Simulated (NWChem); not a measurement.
# triplet CSeO: levels of theory compared

We compute a comparison of 6 runs (UHF/STO-3G, UHF/3-21G, UB3LYP/6-31G*, UB3LYP/def2-TZVP, UM06-2X/def2-TZVP) of triplet CSeO. 

The results are computed with NWChem 7.3.0.

31 further runs of the same task are left out: 31 set aside as unsound or not needed.

### 1 The structure to begin with

CSeO has 3 atoms, charge 0, and is taken as a triplet. As SMILES of the parent species, `O=C=[Se]`. Geometry: relaxed at PBE0-D4/def2-TZVP. That shape belongs to the parent species and isn't relaxed for this state.

Bond lengths: O1–C2 1.149 Å, C2–Se3 1.707 Å. Angles: O1–C2–Se3 180.0°.

### 2 A single-point energy at UHF/STO-3G (run 1)

input.nw reads:

```
start input
title "COSe"
memory stack 880 mb heap 220 mb global 1100 mb

geometry units angstroms noautosym nocenter noautoz
   O     -0.819960     0.994920    -0.346520
   C     -0.114120     0.138480    -0.048230
   Se     0.934090    -1.133390     0.394750
end

basis spherical bse
   * library STO-3G
end

scf
   triplet
   uhf
   thresh 1e-08
   maxiter 80
end

task scf energy
```

Run with:

```console
nwchem input.nw > input.out
```

The log of the run:

```text
[...]
  functions       =    28
[...]
  wavefunction    = UHF
[...]
         Total SCF energy =  -2484.650150610740
      One electron energy =  -3746.957866755428
      Two electron energy =   1126.550472758147
 Nuclear repulsion energy =    135.757243386541
                       Sz =      1.0000
                 Sz(Sz+1) =      2.0000
                      S^2 =      2.0051
[...]
```

It took 14 s on 1 thread of AMD EPYC, shared host; peak memory 0.1 GiB.

### 3 The energy at UHF/3-21G (run 2)

cose.nw reads:

```
start cose
title "COSe"
memory total 2200 mb
charge 0

geometry noautosym nocenter noautoz
O    -0.819960    0.994920   -0.346520
C    -0.114120    0.138480   -0.048230
Se    0.934090   -1.133390    0.394750
end

basis "ao basis" spherical bse
O library 3-21G
C library 3-21G
Se library 3-21G
end

scf
triplet
uhf
thresh 1e-08
maxiter 80
end

task scf energy
```

Run with:

```console
nwchem cose.nw > cose.out
```

The log of the run:

```text
[...]
  functions       =    40
[...]
  wavefunction    = UHF
[...]
         Total SCF energy =  -2500.442057576775
      One electron energy =  -3753.023294540114
      Two electron energy =   1116.823993576798
 Nuclear repulsion energy =    135.757243386541
                       Sz =      1.0000
                 Sz(Sz+1) =      2.0000
                      S^2 =      2.0120
[...]
```

Wall time 16 s (1 thread of AMD EPYC, shared host); peak memory 0.1 GiB.

Run 3 isn't shown in full; the table further down has it.

### 4 A single-point energy at UB3LYP/6-31G(d) (Cartesian functions) (run 4)

cose.nw reads:

```
start cose
memory stack 880 mb heap 220 mb global 1100 mb

geometry units angstrom noautosym nocenter noautoz
 O     -0.819960     0.994920    -0.346520
 C     -0.114120     0.138480    -0.048230
 Se     0.934090    -1.133390     0.394750
end

basis
 * library 6-31G*
end

dft
 xc b3lyp
 mult 3
 grid xfine
 convergence energy 1e-08
 iterations 100
 mulliken
end

task dft energy
```

Run with:

```console
nwchem cose.nw > cose.out
```

The log of the run:

```text
[...]
          Wavefunction type:  spin polarized.
          No. of atoms     :     3
          No. of electrons :    48
[...]
          Charge           :     0
          Spin multiplicity:     3
[...]
          AO basis - number of functions:    65
[...]
              XC Information
              --------------
                         B3LYP Method XC Potential
                     Hartree-Fock (Exact) Exchange  0.200
                        Slater Exchange Functional  0.800 local
                    Becke 1988 Exchange Functional  0.720 non-local
              Lee-Yang-Parr Correlation Functional  0.810
                  VWN I RPA Correlation Functional  0.190 local
[...]
 d= 0,ls=0.0,diis     1  -2514.3680048332 -2.65D+03  1.17D-02  4.46D-01     4.2
[...]
 d= 0,ls=0.0,diis    13  -2514.4624053228 -9.90D-09  3.27D-06  6.68D-10    39.8
[...]
         Total DFT energy =    -2514.462405322765
      One electron energy =    -3765.720952905136
           Coulomb energy =     1216.653407095044
    Exchange-Corr. energy =     -101.152102899214
 Nuclear repulsion energy =      135.757243386541
[...]
      Total Density - Mulliken Population Analysis
     ---------------------------------------------
    Atom       Charge   Shell Charges
 -----------   ------   -------------------------------------------------------
    1 O    8     8.26   1.99  0.92  2.86  0.98  1.50  0.01
    2 C    6     5.87   1.99  0.70  2.03  0.41  0.69  0.04
    3 Se  34    33.87   2.00  1.99  6.00  1.93  5.98  1.63  3.00  0.32  0.86  7.00  2.96  0.21
[...]
      <S2> =      2.0046 (Exact =     2.0000)
[...]
```

Wall time 41 s (1 thread of AMD EPYC, shared host); peak memory 0.13 GiB.

Run 5 isn't shown in full; the table further down has it.

### 5 The energy at UM06-2X/def2-TZVP (run 6)

cose.nw reads:

```
start cose
title "COSe energy"
memory total 2200 mb

geometry units au noautosym nocenter noautoz
O   -1.54949983   1.88012632  -0.65482790
C   -0.21565555   0.26168927  -0.09114149
Se   1.76517428  -2.14179669   0.74596939
end

basis spherical bse
O library def2-TZVP
C library def2-TZVP
Se library def2-TZVP
end

dft
xc m06-2x
mult 3
grid fine
convergence energy 1e-08
iterations 100
mulliken
end

task dft
```

Run with:

```console
nwchem cose.nw > cose.out
```

The log of the run:

```text
[...]
          Wavefunction type:  spin polarized.
          No. of atoms     :     3
          No. of electrons :    48
[...]
          Charge           :     0
          Spin multiplicity:     3
[...]
          AO basis - number of functions:   110
[...]
              XC Information
              --------------
                       M06-2X Method XC Functional
                     Hartree-Fock (Exact) Exchange  0.540
                        M06-2X Exchange Functional  1.000
                      M06-2X Correlation Potential  1.000
[...]
 d= 0,ls=0.0,diis     1  -2514.6716212163 -2.65D+03  5.19D-03  2.66D-01     9.5
[...]
 d= 0,ls=0.0,diis    16  -2514.7563591106 -1.72D-09  1.78D-07  2.39D-11   117.5
[...]
         Total DFT energy =    -2514.756359110630
      One electron energy =    -3766.788710152954
           Coulomb energy =     1217.484564767776
    Exchange-Corr. energy =     -101.209447260532
 Nuclear repulsion energy =      135.757233535080
[...]
      Total Density - Mulliken Population Analysis
     ---------------------------------------------
    Atom       Charge   Shell Charges
 -----------   ------   -------------------------------------------------------
    1 O    8     8.11   0.79  1.18  0.62  0.87  0.33  1.87  1.75  0.66  0.01  0.03  0.00
    2 C    6     6.07   0.86  1.12  0.54  0.54  0.02  1.30  1.25  0.28  0.04  0.11  0.02
    3 Se  34    33.83   2.00  2.01  1.14  0.79  1.03  0.88  6.00  5.92  0.95  2.06  0.85  8.98  1.01  0.06  0.13  0.02
[...]
      <S2> =      2.0082 (Exact =     2.0000)
[...]
```

Wall time 2 min (1 thread of AMD EPYC, shared host); peak memory 0.13 GiB.

### 6 Overview of the runs

```
run                                level  iteration cap  module   energy (Eh)  dipole moment (D)  HOMO energy (eV)   ⟨S²⟩  wall time
  1                           UHF/STO-3G             80     scf  -2484.650151               1.47             -4.14  2.005       14 s
  2                            UHF/3-21G             80     scf  -2500.442058               2.60             -6.76  2.012       16 s
  3  UB3LYP/6-31G* (spherical functions)            100     dft  -2514.452625               2.08             -2.96  2.005       42 s
  4  UB3LYP/6-31G* (Cartesian functions)            100     dft  -2514.462405               2.09             -2.97  2.005       41 s
  5                     UB3LYP/def2-TZVP            100     dft  -2514.812922               2.13             -3.33  2.006       92 s
  6                    UM06-2X/def2-TZVP            100     dft  -2514.756359               2.21             -4.63  2.008      2 min
```

### 7 What came out

| quantity | value |
| --- | --- |
| run 6: total energy | -2514.75636 Eh |
| run 6: dipole moment | 2.21 D |
| run 6: HOMO energy (highest over α and β) | -4.63 eV |
| run 6: LUMO energy (lowest over α and β) | -4.47 eV |
| run 6: ⟨S²⟩ | 2.008 |

The dipole moment (its size) runs from 1.47 D (UHF/STO-3G) to 2.60 D (UHF/3-21G). Totals of different functionals can't be ranked against each other. In run 1 the basis is minimal, so the values are rough. All runs together took 5.4 min, the longest 2 min.
